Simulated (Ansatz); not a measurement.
# C₈H₄Ge: ionisation energy by level of theory

An exercise on one series of results from a longer session: the logs are not shown, and one member is left open.

Computed with Ansatz 0.2.0, Gaussian basis. Level: unrestricted cation, the program's frozen cores in correlated methods.

The runs, in order: UKS PBE-D4/def2-TZVPP; UKS r2SCAN-D4/def2-TZVPP; UKS PBE0-D4/def2-TZVPP; UKS B3LYP-D4/def2-TZVPP; UKS wB97X-V/def2-TZVPP; UKS wB97M-V/def2-TZVPP; UKS B2PLYP/def2-TZVPP; UHF-CCSD(T)/def2-TZVPP; UHF-MP2/def2-QZVPP; extrapolation to the limit; then −ε(HOMO) from the neutral's earlier runs with LDA (SPW92), PBE-D4, revPBE-D4, BLYP-D4, r2SCAN-D4, B97M-V, PBE0-D4, B3LYP-D4, r2SCANh-D4, r2SCAN0-D4, HSE06-D4, BHLYP-D4, CAM-B3LYP-D4, LC-ωPBE, ωB97X-V, ωB97M-V.

### The relaxed structure

All runs share one geometry, relaxed beforehand with PBE0-D4 in a triple-zeta def2 set.

SMILES `C#[C][Ge]([C]#C)([C]#C)[C]#C`, 13 atoms, charge 0, spin multiplicity 1.

Atoms are counted from 1 here; the program's logs count them from 0.

Bond lengths: C1–C2 1.203 Å, C1–H10 1.066 Å, C2–Ge3 1.891 Å, Ge3–C4 1.891 Å, Ge3–C6 1.891 Å, Ge3–C8 1.891 Å, C4–C5 1.203 Å, C5–H11 1.066 Å, C6–C7 1.203 Å, C7–H12 1.066 Å, C8–C9 1.203 Å, C9–H13 1.066 Å. Angles: C2–C1–H10 180.0°, C1–C2–Ge3 179.9°, C2–Ge3–C4 109.5°, C2–Ge3–C6 109.5°, C2–Ge3–C8 109.5°, C4–Ge3–C6 109.5°, C4–Ge3–C8 109.5°, C6–Ge3–C8 109.5°, Ge3–C4–C5 179.8°, C4–C5–H11 180.0°, Ge3–C6–C7 179.9°, C6–C7–H12 180.0°, Ge3–C8–C9 179.9°, C8–C9–H13 180.0°.

The first run:

in.yaml

```yaml
crystal:
  periodic: [false, false, false]
  atoms:
    - {symbol: C, position_ang: [2.954864, 0.192364, -0.907625]}
    - {symbol: C, position_ang: [1.806755, 0.115588, -0.555161]}
    - {symbol: Ge, position_ang: [0.003211, -0.002914, 0.000020]}
    - {symbol: C, position_ang: [-1.003951, -0.912194, -1.316750]}
    - {symbol: C, position_ang: [-1.647837, -1.491149, -2.152515]}
    - {symbol: C, position_ang: [-0.697864, 1.736635, 0.239839]}
    - {symbol: C, position_ang: [-1.144835, 2.843397, 0.393382]}
    - {symbol: C, position_ang: [-0.093005, -0.951543, 1.632778]}
    - {symbol: C, position_ang: [-0.156885, -1.555065, 2.671989]}
    - {symbol: H, position_ang: [3.971820, 0.260235, -1.219860]}
    - {symbol: H, position_ang: [-2.217904, -2.003951, -2.893023]}
    - {symbol: H, position_ang: [-1.540719, 3.823747, 0.529330]}
    - {symbol: H, position_ang: [-0.213250, -2.089649, 3.592497]}
basis:
  gaussian: {orbitals: def2-TZVPP}
total_charge: 1
magnetization: {spin_polarized: true, initial_magnetization: 1}
hamiltonian: {xc: pbe, dispersion: d4}
```

On the command line:

```console
ansatz run in.yaml --threads 2 --pin off --events-out ev --progress --plain --max-ram 22528MiB --backend cuda --devices 0, --max-vram 18GiB
```

Among the steps run: Cation, UKS PBE-D4/def2-TZVPP; Cation, UKS r2SCAN-D4/def2-TZVPP; Cation, UKS PBE0-D4/def2-TZVPP; Cation, UKS B3LYP-D4/def2-TZVPP; Cation, UKS wB97X-V/def2-TZVPP; Cation, UKS wB97M-V/def2-TZVPP; Cation, UKS B2PLYP (frozen core)/def2-TZVPP; Cation, UHF-CCSD(T)/def2-TZVPP; Cation, UHF-MP2/def2-QZVPP.

One of the session's tables, all rows but one given; the rest of the session is left out.

Orbital estimates, from the neutral's runs:

| functional | −ε(HOMO) (eV) |
| --- | --- |
| LDA (SPW92) | 7.28 |
| PBE-D4 | 7.08 |
| revPBE-D4 | 7.01 |
| BLYP-D4 | 6.89 |
| r2SCAN-D4 | 7.30 |
| B97M-V | 7.26 |
| PBE0-D4 | 8.29 |
| B3LYP-D4 | 8.02 |
| r2SCANh-D4 | 7.76 |
| r2SCAN0-D4 | 8.45 |
| HSE06-D4 | 7.89 |
| BHLYP-D4 | ? |
| CAM-B3LYP-D4 | 9.64 |
| LC-ωPBE | 11.14 |
| ωB97X-V | 10.68 |
| ωB97M-V | 10.56 |

Estimate the missing values for BHLYP-D4.

Worked estimate for «−ε(HOMO) (eV)». Against the share of exact exchange, BLYP-D4 (0, 6.89), B3LYP-D4 (0.2, 8.02) give a slope of 5.65 per unit share; at 0.5 the line stands at 9.71.

As computed: −ε(HOMO) (eV): 9.31. In «−ε(HOMO) (eV)» the line misses by +0.40.

Caveats from the session: In point group Td the highest level is often degenerate; the cation then breaks the symmetry, and the runs may pick different components.
